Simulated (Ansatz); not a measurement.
# Te4Pt3 (R-3m) in Ansatz: equation of state

Aim: energy against volume of Te4Pt3 in PBEsol, for its equilibrium volume and stiffness.

All numbers are computed with Ansatz 0.2.0; they aren't measurements. Logs are shortened: lines on timing, memory, paths and dates and some standing lists are left out, and cuts for length are marked.

## Step 1: The crystal as given

The structure is trigonal, space group R-3m (No. 166). Conventional cell: a = 3.988 Å, b = 3.988 Å, c = 35.390 Å, α = 90.00°, β = 90.00°, γ = 120.00°. Pt (site symmetry 3m) has 3 Te at 2.64 Å and 3 Pt at 2.73 Å as nearest neighbours. Pt (site symmetry -3m) is surrounded by 6 Te at 2.67 Å. Around Te (site symmetry 3m) lie 3 Pt at 2.67 Å. Around Te (site symmetry 3m) lie 3 Pt at 2.64 Å.

## Step 2: Single point, PBEsol, 21.82 Å³/atom (volume scaled by 0.94)

File input.yaml:

```yaml
crystal:
  lattice:
    - [1.9532947008, 1.1277352213, 11.5558507958]
    - [-1.9532947008, 1.1277352213, 11.5558507958]
    - [0.0, -2.2554704426, 11.5558507958]
  atoms:
    - { symbol: Pt, position: [0.854, 0.854, 0.854] }
    - { symbol: Pt, position: [0.146, 0.146, 0.146] }
    - { symbol: Pt, position: [0.0, 0.0, 0.0] }
    - { symbol: Te, position: [0.705, 0.705, 0.705] }
    - { symbol: Te, position: [0.295, 0.295, 0.295] }
    - { symbol: Te, position: [0.557, 0.557, 0.557] }
    - { symbol: Te, position: [0.443, 0.443, 0.443] }
hamiltonian:
  xc: pbesol
  pseudopotentials: { kind: paw }
kpoints:
  mp_grid: { grid: [8, 8, 8] }
scf:
  occupations: { method: fermi_dirac, width: 0.05 }
output:
  forces: true
  stress: true
  eigenvalues: true
```

Potentials or basis: Ansatz PAW.

Launch:

```console
ansatz run input.yaml --threads 4 --pin off --max-ram 11264MiB --backend cpu --events-out ev --progress --plain --runs-dir out
```

The program printed:

```text
Warning: RAYON_NUM_THREADS=4 ignored (pool sized by the plan → 4); use --threads N
basis.fft_grid_basis auto: the FFT boxes are laid along the combinations [[1, 0, -1], [0, 1, -1], [0, 0, 1]] of the cell's own vectors, 3.907, 3.907 and 11.774 Å long. The dense box has 27×27×80 points. Along the cell's own vectors, as sized, it would have 80×80×80, 8.78 times as many. Of the 12 symmetry operations that the crystal satisfies within crystal.symmetry.tolerance (time reversal apart; of a slab, those that keep its plane) the dense box along the cell's own vectors carries 12, and the one as laid loses 8 of those. basis.fft_grid_basis: typed keeps the cell's own vectors: state it where this run's energies or levels are differenced outside the engine with another run's, or held beside a run that keeps those vectors.
Engine: ansatz 0.2.0, x86_64-unknown-linux-gnu
Pseudopotentials: kind: paw
Pseudopotential: Pt, paw, valence charge 18, recommended cutoff 420 eV (normal), Pt.paw.azcp
Pseudopotential: Te, paw, valence charge 16, recommended cutoff 420 eV (normal), Te.paw.azcp
Functional definition: PBEsol
  exchange = pbesol_x
  correlation = pbesol_c
Crystal: 7 atoms, lattice volume = 152.731 Å³
Basis set: ecut = 420 eV, 3033 PW (Γ), FFT grids on a1−a3, a2−a3, a3, exchange–correlation on 54×54×160 points (8 copies of the dense FFT grid, shifted against one another)
Bands: 71, of which v1, the nominal top of the filled ones, is band 59 counted from 1 (58 counted from 0)
Symmetry: 12 space group operations
Space group: R-3m (ITA 166), of the structure as read, at distance tolerance 5.3e-5 Å
k-points: 65 of 512
Non-local potential: Pt, projectors of the file, l = 0: 3, l = 1: 2, l = 2: 2, l = 3: 1
Non-local potential: Te, projectors of the file, l = 0: 2, l = 1: 2, l = 2: 2, l = 3: 2
PAW form: soft (Blöchl's): semilocal exchange-correlation on the pseudo side does not see the compensation charge
PAW frozen core: Pt, regenerated for the run's functional, and the local potential with it (the file was generated under x = pbe(κ = 0.804, μ = 0.2195149727645171), c = pbe(β = 0.06672455060314922))
[... 25 lines left out ...]
--- Per-component energies (eV) ---
  E_band       = -1489.346337
  E_kinetic    = 2654.285548
  E_local      = -10880.261677  (includes V_loc(G=0)·N_el)
  E_nonlocal   = -623.234450
  E_hartree    = 5546.882358
  E_xc         = -1282.603395
  E_vxc        = -1334.720876  (∫ρ·V_xc dr)
  E_paw        = -46290.893614  (= ΣΔE_a)
  E_vpaw       = -2399.179571  (= ΣTr[D̂ρ^β])
  E_aug_tail   = -0.000222  (compensation charges beyond the density's cutoff)
  E_ewald      = -13886.486799
  E_core_change = 2.360204  (= ΣΔE_core)
  E_smearing   = -0.019481  (= −TS)
  E_closure    = 0.000000  (closes the sum)
  Σ components = -64759.971526   (vs F -64759.971526, Δ=0.00e0)
--- Forces (eV/Å), atoms counted from 1 ---
  atom   1  Pt     0.00000000    -0.00000000     0.18180075
  atom   2  Pt     0.00000000     0.00000000    -0.18180075
  atom   3  Pt    -0.00000000    -0.00000000    -0.00000000
  atom   4  Te     0.00000000    -0.00000000     0.86844645
  atom   5  Te     0.00000000     0.00000000    -0.86844645
  atom   6  Te     0.00000000    -0.00000000    -0.00586193
  atom   7  Te     0.00000000     0.00000000     0.00586193
  max |Σ_I F_I| component: 3.33e-16 eV/Å
--- Stress (GPa, compression-positive) ---
        8.165740      -0.000000       0.000000
       -0.000000       8.165740      -0.000000
        0.000000      -0.000000       5.573602
  P = ⅓ Tr σ = 7.3017 GPa (73.017 kbar)
--- Band table (eV; the first three rows and the last of 65) ---
  k-point 0: bands = ["-83.8661", "-83.0679", "-83.0396", "-38.1145", "-38.1145", "-38.0222", "-37.3939", "-37.3939", "-37.2326", "-37.2326", "-37.2313", "-37.1109", "-21.9700", "-21.9700", "-21.9629", "-21.9629", "-21.9587", "-21.9587", "-21.9556", "-21.9552", "-21.9461", "-21.9461", "-21.8795", "-21.8795", "-21.8793", "-21.8793", "-21.8581", "-21.8581", "-21.8577", "-21.8577", "-21.8530", "-21.8506", "1.1043", "2.3664", "2.4030", "4.2687", "8.1617", "9.3723", "9.3723", "9.7635", "9.7635", "10.2519", "10.4645", "10.4645", "10.6119", "11.3880", "11.3880", "12.3236", "12.3236", "13.3536", "13.4457", "13.5021", "13.5021", "13.7936", "14.8143", "14.8143", "16.1168", "16.1168", "16.8717", "17.7105", "17.7105", "17.7702", "17.7702", "17.9146", "18.6614", "20.4378", "20.5872", "21.3830", "21.3830", "21.5629", "22.1894"]
  k-point 1: bands = ["-83.8661", "-83.0669", "-83.0406", "-38.1153", "-38.1147", "-38.0222", "-37.3969", "-37.3947", "-37.2674", "-37.2300", "-37.1973", "-37.1106", "-21.9697", "-21.9688", "-21.9641", "-21.9627", "-21.9595", "-21.9578", "-21.9554", "-21.9541", "-21.9462", "-21.9459", "-21.8796", "-21.8796", "-21.8789", "-21.8788", "-21.8583", "-21.8578", "-21.8578", "-21.8574", "-21.8526", "-21.8502", "1.2943", "2.4518", "2.5973", "4.2386", "8.3559", "9.1970", "9.4669", "9.7880", "9.7893", "10.2011", "10.4620", "10.6649", "10.6839", "11.1998", "11.2925", "12.0116", "12.0933", "12.8279", "13.3208", "13.5002", "13.7159", "13.7923", "14.5824", "14.7850", "15.0829", "15.8499", "16.2165", "16.7451", "17.3020", "17.5629", "18.3027", "18.5148", "19.5705", "20.1727", "21.0268", "21.3939", "21.4394", "21.5638", "22.2707"]
  k-point 2: bands = ["-83.8661", "-83.0642", "-83.0432", "-38.1172", "-38.1153", "-38.0220", "-37.4037", "-37.3960", "-37.2994", "-37.2240", "-37.1668", "-37.1106", "-21.9687", "-21.9672", "-21.9660", "-21.9627", "-21.9604", "-21.9556", "-21.9556", "-21.9518", "-21.9463", "-21.9451", "-21.8803", "-21.8801", "-21.8777", "-21.8777", "-21.8588", "-21.8583", "-21.8570", "-21.8567", "-21.8515", "-21.8491", "1.8297", "2.7693", "3.0182", "4.1510", "8.7394", "9.0792", "9.2909", "9.6814", "9.9091", "10.1369", "10.2680", "10.6768", "11.0478", "11.1674", "11.2720", "11.6594", "11.8152", "12.0709", "12.8204", "13.2733", "13.5417", "13.6148", "13.8041", "14.0009", "14.1952", "15.4690", "15.5128", "16.2761", "16.8179", "16.9879", "17.9443", "18.5295", "19.5843", "20.2219", "20.6760", "20.9747", "22.2484", "22.3209", "22.7079"]
  k-point 64: bands = ["-83.8661", "-83.0679", "-83.0396", "-38.1145", "-38.1145", "-38.0222", "-37.3939", "-37.3939", "-37.2326", "-37.2326", "-37.2313", "-37.1109", "-21.9700", "-21.9700", "-21.9629", "-21.9629", "-21.9587", "-21.9587", "-21.9556", "-21.9552", "-21.9461", "-21.9461", "-21.8795", "-21.8795", "-21.8793", "-21.8793", "-21.8581", "-21.8581", "-21.8577", "-21.8577", "-21.8530", "-21.8506", "1.1542", "1.9163", "3.0513", "3.9259", "8.8845", "9.2713", "9.3732", "9.3732", "9.7607", "9.7607", "10.4679", "10.4679", "10.8229", "11.3866", "11.3866", "12.3273", "12.3273", "12.9414", "13.4918", "13.4918", "13.6795", "14.7898", "14.7898", "14.8096", "15.6366", "16.3835", "16.3835", "16.9737", "16.9737", "18.3629", "18.3629", "18.6207", "18.7439", "19.9472", "21.1709", "21.1709", "21.1818", "21.4779", "22.2336"]
```

Wall time 4.5 s (4 threads of Intel Xeon 6975P-C (Granite Rapids), shared host); peak memory 0.88 GiB.

What came out:

- Free energy: -64759.9715 eV
- Pressure: 7.3 GPa
- Largest force: 0.868 eV/Å
- Band gap on the k mesh: none (metal or under the smearing width)

Caveat: the PAW data sets come from PBE, with cores solved anew for the run's functional, which leaves a small shift of forces and pressure.

## Step 3: Single point, PBEsol, 22.28 Å³/atom (volume scaled by 0.96)

Edit input.yaml of step 2 so:

```diff
@@ -2,5 +2,5 @@
   lattice:
-    - [1.9532947008, 1.1277352213, 11.5558507958]
-    - [-1.9532947008, 1.1277352213, 11.5558507958]
-    - [0.0, -2.2554704426, 11.5558507958]
+    - [1.9670507505, 1.1356772803, 11.6372327081]
+    - [-1.9670507505, 1.1356772803, 11.6372327081]
+    - [0.0, -2.2713545606, 11.6372327081]
   atoms:
```

Potentials or basis: Ansatz PAW.

Launch:

```console
ansatz run input.yaml --threads 4 --pin off --max-ram 11264MiB --backend cpu --events-out ev --progress --plain --runs-dir out
```

It took 4.7 s on 4 threads of Intel Xeon 6975P-C (Granite Rapids), shared host; peak memory 0.9 GiB.

It converged, with:

```yaml
Free_energy: -64760.0866 eV
Pressure: 4.1 GPa
Largest_force: 0.604 eV/Å
Band_gap_on_the_k_mesh: none (metal or under the smearing width)
```

Caveat: the PAW data sets come from PBE, with cores solved anew for the run's functional, which leaves a small shift of forces and pressure.

## Step 4: Single point, PBEsol, 22.75 Å³/atom (volume scaled by 0.98)

Edit input.yaml of step 3 so:

```diff
@@ -2,5 +2,5 @@
   lattice:
-    - [1.9670507505, 1.1356772803, 11.6372327081]
-    - [-1.9670507505, 1.1356772803, 11.6372327081]
-    - [0.0, -2.2713545606, 11.6372327081]
+    - [1.9806170464, 1.143509785, 11.7174920216]
+    - [-1.9806170464, 1.143509785, 11.7174920216]
+    - [0.0, -2.2870195698, 11.7174920216]
   atoms:
@@ -24 +24,5 @@
   eigenvalues: true
+  write_density: true
+  write_potential: true
+  elf: true
+  volumetric_format: npy
```

Launch:

```console
ansatz run input.yaml --threads 4 --pin off --max-ram 11264MiB --backend cpu --events-out ev --progress --plain --runs-dir out
```

It took 6.7 s on 4 threads of Intel Xeon 6975P-C (Granite Rapids), shared host; peak memory 0.92 GiB.

The run converged. Its results:

- Free energy: -64760.1407 eV
- Pressure: 1.3 GPa
- Largest force: 0.445 eV/Å
- Band gap on the k mesh: none (metal or under the smearing width)

Caveat: the PAW data sets come from PBE, with cores solved anew for the run's functional, which leaves a small shift of forces and pressure.

## Step 5: Single point, PBEsol, 23.21 Å³/atom

Edit input.yaml of step 4 so:

```diff
@@ -2,5 +2,5 @@
   lattice:
-    - [1.9806170464, 1.143509785, 11.7174920216]
-    - [-1.9806170464, 1.143509785, 11.7174920216]
-    - [0.0, -2.2870195698, 11.7174920216]
+    - [1.994, 1.1512364368, 11.7966666667]
+    - [-1.994, 1.1512364368, 11.7966666667]
+    - [0.0, -2.3024728735, 11.7966666667]
   atoms:
@@ -24,5 +24 @@
   eigenvalues: true
-  write_density: true
-  write_potential: true
-  elf: true
-  volumetric_format: npy
```

Launch:

```console
ansatz run input.yaml --threads 4 --pin off --max-ram 11264MiB --backend cpu --events-out ev --progress --plain --runs-dir out
```

Wall time 4.8 s (4 threads of Intel Xeon 6975P-C (Granite Rapids), shared host); peak memory 0.93 GiB.

It converged, with:

| Property | Result |
| --- | --- |
| Free energy | -64760.1408 eV |
| Pressure | -1.2 GPa |
| Largest force | 0.634 eV/Å |
| Band gap on the k mesh | none (metal or under the smearing width) |

Caveat: the PAW data sets come from PBE, with cores solved anew for the run's functional, which leaves a small shift of forces and pressure.

## Step 6: Single point, PBEsol, 23.68 Å³/atom (volume scaled by 1.02)

Edit input.yaml of step 5 so:

```diff
@@ -2,5 +2,5 @@
   lattice:
-    - [1.994, 1.1512364368, 11.7966666667]
-    - [-1.994, 1.1512364368, 11.7966666667]
-    - [0.0, -2.3024728735, 11.7966666667]
+    - [2.0072056829, 1.1588607414, 11.8747925638]
+    - [-2.0072056829, 1.1588607414, 11.8747925638]
+    - [0.0, -2.3177214826, 11.8747925638]
   atoms:
```

Potentials or basis: Ansatz PAW.

Launch:

```console
ansatz run input.yaml --threads 4 --pin off --max-ram 11264MiB --backend cpu --events-out ev --progress --plain --runs-dir out
```

Wall time 4.7 s (4 threads of Intel Xeon 6975P-C (Granite Rapids), shared host); peak memory 0.94 GiB.

It converged, with:

```
Free energy            : -64760.0931 eV
Pressure               : -3.4 GPa
Largest force          : 0.805 eV/Å
Band gap on the k mesh : none (metal or under the smearing width)
```

Caveat: the PAW data sets come from PBE, with cores solved anew for the run's functional, which leaves a small shift of forces and pressure.

## Step 7: Single point, PBEsol, 24.14 Å³/atom (volume scaled by 1.04)

Edit input.yaml of step 6 so:

```diff
@@ -2,5 +2,5 @@
   lattice:
-    - [2.0072056829, 1.1588607414, 11.8747925638]
-    - [-2.0072056829, 1.1588607414, 11.8747925638]
-    - [0.0, -2.3177214826, 11.8747925638]
+    - [2.0202398512, 1.166386022, 11.9519037671]
+    - [-2.0202398512, 1.166386022, 11.9519037671]
+    - [0.0, -2.3327720438, 11.9519037671]
   atoms:
```

Launch:

```console
ansatz run input.yaml --threads 4 --pin off --max-ram 11264MiB --backend cpu --events-out ev --progress --plain --runs-dir out
```

Run time: 4.6 s. Hardware: 4 threads of Intel Xeon 6975P-C (Granite Rapids), shared host; peak memory 0.96 GiB.

Results (log left out):

| Property | Result |
| --- | --- |
| Free energy | -64760.0033 eV |
| Pressure | -5.4 GPa |
| Largest force | 0.960 eV/Å |
| Band gap on the k mesh | none (metal or under the smearing width) |

Caveat: the PAW data sets come from PBE, with cores solved anew for the run's functional, which leaves a small shift of forces and pressure.

## Step 8: Single point, PBEsol, 24.60 Å³/atom (volume scaled by 1.06)

Edit input.yaml of step 7 so:

```diff
@@ -2,5 +2,5 @@
   lattice:
-    - [2.0202398512, 1.166386022, 11.9519037671]
-    - [-2.0202398512, 1.166386022, 11.9519037671]
-    - [0.0, -2.3327720438, 11.9519037671]
+    - [2.0331079679, 1.1738154326, 12.0280325952]
+    - [-2.0331079679, 1.1738154326, 12.0280325952]
+    - [0.0, -2.3476308651, 12.0280325952]
   atoms:
```

Launch:

```console
ansatz run input.yaml --threads 4 --pin off --max-ram 11264MiB --backend cpu --events-out ev --progress --plain --runs-dir out
```

It took 5.9 s on 4 threads of Intel Xeon 6975P-C (Granite Rapids), shared host; peak memory 0.96 GiB.

The run converged. Its results:

```yaml
Free_energy: -64759.8761 eV
Pressure: -7.1 GPa
Largest_force: 1.100 eV/Å
Band_gap_on_the_k_mesh: none (metal or under the smearing width)
```

Caveat: the PAW data sets come from PBE, with cores solved anew for the run's functional, which leaves a small shift of forces and pressure; forces of over 1 eV/Å show positions far from the minimum, so gaps and moduli don't describe the material at rest.

## Step 9: Equation of state, PBEsol

Potentials or basis: Ansatz PAW.

No new run: the results of the series are fitted here.

What came out:

| Property | Result |
| --- | --- |
| Equilibrium volume | 22.98 Å³/atom |
| Bulk modulus at fixed shape and positions | 124 GPa |
| Pressure derivative of the bulk modulus | 5.1 |

Energy against volume, from the lowest point:
```csv
volume (Å³/atom),energy (meV/atom)
21.819,24.18
22.283,7.74
22.747,0.02
23.211,0.00
23.676,6.80
24.140,19.64
24.604,37.81
```

Caveat: the cell was scaled at fixed shape and fractional positions, which overstates the stiffness of a crystal with free parameters, most of all of layers and chains. Spin-orbit coupling is left out, which matters for the levels of Pt, Te.
